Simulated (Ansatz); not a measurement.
# C2H10AlNS: the cost of one run

All numbers below are computed with Ansatz 0.2.0 (UHF/6-31G*).

### 1 The starting structure

Bond lengths: Al1–S2 2.638 Å, Al1–H3 1.539 Å, Al1–H4 1.543 Å, Al1–N6 2.240 Å, N6–C7 1.448 Å, N6–C8 1.449 Å, S2–H9 1.334 Å, C7–H10 1.095 Å, C7–H11 1.096 Å, C7–H12 1.091 Å, C8–H13 1.093 Å, C8–H14 1.095 Å, C8–H15 1.093 Å. Angles (14 of 22 angles, heavy atoms first): S2–Al1–N6 76.8°, Al1–N6–C7 123.9°, Al1–N6–C8 117.8°, C7–N6–C8 114.1°, Al1–S2–H9 87.6°, S2–Al1–H3 114.1°, S2–Al1–H4 108.5°, H3–Al1–N6 116.0°, H4–Al1–N6 111.8°, N6–C7–H10 110.5°, N6–C7–H11 111.3°, N6–C7–H12 108.8°, N6–C8–H13 108.6°, N6–C8–H14 111.6°.

As a file:

```xyz
15

Al    0.7213   -1.7210   -0.5658
S     1.7959    0.1868   -2.0371
H    -0.1314   -2.7234   -1.3635
H     1.7747   -2.2045    0.4534
H     0.5043    0.5094   -0.8309
N    -0.3339    0.1242    0.1399
C    -1.6869    0.4760   -0.2370
C     0.1059    0.7198    1.3849
H     2.6945    0.3531   -1.0654
H    -2.3971    0.1330    0.5219
H    -1.7993    1.5601   -0.3548
H    -1.9266   -0.0117   -1.1833
H     1.1094    0.3514    1.6120
H     0.1295    1.8130    1.3226
H    -0.5603    0.4338    2.2031
```

### 2 Pulling towards end A

Springs on the bonds that form and break draw the guess towards this end; the thresholds are loose.

Contents of input.yaml:

```yaml
crystal:
  periodic: [false, false, false]
  atoms:
    - { symbol: Al, position_ang: [0.7213, -1.721, -0.5658] }
    - { symbol: S, position_ang: [1.7959, 0.1868, -2.0371] }
    - { symbol: H, position_ang: [-0.1314, -2.7234, -1.3635] }
    - { symbol: H, position_ang: [1.7747, -2.2045, 0.4534] }
    - { symbol: H, position_ang: [0.5043, 0.5094, -0.8309] }
    - { symbol: "N", position_ang: [-0.3339, 0.1242, 0.1399] }
    - { symbol: C, position_ang: [-1.6869, 0.476, -0.237] }
    - { symbol: C, position_ang: [0.1059, 0.7198, 1.3849] }
    - { symbol: H, position_ang: [2.6945, 0.3531, -1.0654] }
    - { symbol: H, position_ang: [-2.3971, 0.133, 0.5219] }
    - { symbol: H, position_ang: [-1.7993, 1.5601, -0.3548] }
    - { symbol: H, position_ang: [-1.9266, -0.0117, -1.1833] }
    - { symbol: H, position_ang: [1.1094, 0.3514, 1.612] }
    - { symbol: H, position_ang: [0.1295, 1.813, 1.3226] }
    - { symbol: H, position_ang: [-0.5603, 0.4338, 2.2031] }
magnetization:
  spin_polarized: true
basis:
  gaussian: { orbitals: "6-31G*" }
hamiltonian:
  xc: hf
relax:
  f_tol: 0.15
  max_steps: 25
  restrain:
    - { distance: [0, 5], at: 3.22, k: 30.0 }
    - { distance: [4, 1], at: 2.66, k: 30.0 }
    - { distance: [0, 1], at: 2.26, k: 30.0 }
    - { distance: [4, 5], at: 1.02, k: 30.0 }
```

Run with:

```console
$ ansatz run input.yaml --threads 2 --pin off --max-ram 3072MiB --backend cpu --events-out ev --progress --plain --runs-dir out
```

**Question.** How long does this run take on 2 threads of AMD EPYC 9R45 (Zen 5), shared host, and how much memory does it need?

About 12 s, with a peak of 0.3 GiB.
